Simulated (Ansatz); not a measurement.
# Si3B: one candidate of a structure search

Where does this trial cell of Si3B go when cell and atoms are let free?

Method: DFT PBE, scalar-relativistic, plane waves, PAW, in Ansatz 0.2.0.

**1. Starting point**

Symmetry: Fm-3m, No. 225, cubic system. Conventional cell: a = 7.672 Å, b = 7.672 Å, c = 7.672 Å, α = 90.00°, β = 90.00°, γ = 90.00°. Si (site symmetry 4mm) is surrounded by 4 Si at 2.10 Å. B (site symmetry -43m) is surrounded by 12 Si at 2.75 Å.

Structure file:

```xyz
8
Lattice="0.0000 3.8358 3.8358 3.8358 0.0000 3.8358 3.8358 3.8358 0.0000" Properties=species:S:1:pos:R:3 pbc="T T T"
Si    1.4871    3.8358    3.8358
Si    6.1845    3.8358    3.8358
Si    3.8358    1.4871    3.8358
Si    3.8358    6.1845    3.8358
Si    3.8358    3.8358    1.4871
Si    3.8358    3.8358    6.1845
B     1.9179    1.9179    1.9179
B     5.7537    5.7537    5.7537
```

The cell is invented: random cell by space group and Wyckoff sites (Fm-3m, No. 225). Its size is a rough estimate.

**2. The guess as it stands, on a coarse mesh**

File input.yaml:

```yaml
crystal:
  lattice:
    - [0.0, 3.83577666, 3.83577666]
    - [3.83577666, 0.0, 3.83577666]
    - [3.83577666, 3.83577666, 0.0]
  atoms:
    - { symbol: Si, position: [0.80615384, 0.19384616, 0.19384616] }
    - { symbol: Si, position: [0.19384616, 0.80615384, 0.80615384] }
    - { symbol: Si, position: [0.19384616, 0.80615384, 0.19384616] }
    - { symbol: Si, position: [0.80615384, 0.19384616, 0.80615384] }
    - { symbol: Si, position: [0.19384616, 0.19384616, 0.80615384] }
    - { symbol: Si, position: [0.80615384, 0.80615384, 0.19384616] }
    - { symbol: B, position: [0.25, 0.25, 0.25] }
    - { symbol: B, position: [0.75, 0.75, 0.75] }
basis:
  ecutwfc: 420
kpoints:
  mp_grid: { grid: [4, 4, 4] }
hamiltonian:
  xc: pbe
scf:
  occupations: { method: gaussian, width: 0.1 }
  lower_state_search: "off"
output:
  forces: true
  stress: true
  eigenvalues: true
```

On the command line:

```bash
ansatz run input.yaml --threads 1 --pin off --max-ram 2560MiB --backend cpu --events-out ev --progress --plain --runs-dir out
```

The session goes on with these runs: a loose first relaxation; final relaxation.

Before running it: what results should come out? Wanted: conventional cell; volume; energy over the elements; gap on the mesh.

**Answer**, as computed:

| quantity | value |
| --- | --- |
| symmetry at the end (tolerance 0.05 Å) | space group Pm-3m (No. 221) |
| conventional cell | a = 3.660 Å, b = 3.660 Å, c = 3.660 Å, α = 90.00°, β = 90.00°, γ = 90.00° |
| volume | 12.26 Å³/atom |
| energy over the elements | +0.96 eV/atom |
| gap on the mesh | none (metal) |

In words: The symmetry goes from space group Fm-3m (No. 225) to space group Pm-3m (No. 221), and the volume per atom shrinks by 13.1 % from the first guess. With a positive formation energy it can't be a ground state. No finished test with a distortion of lower symmetry is shown, so the end may be a saddle point.
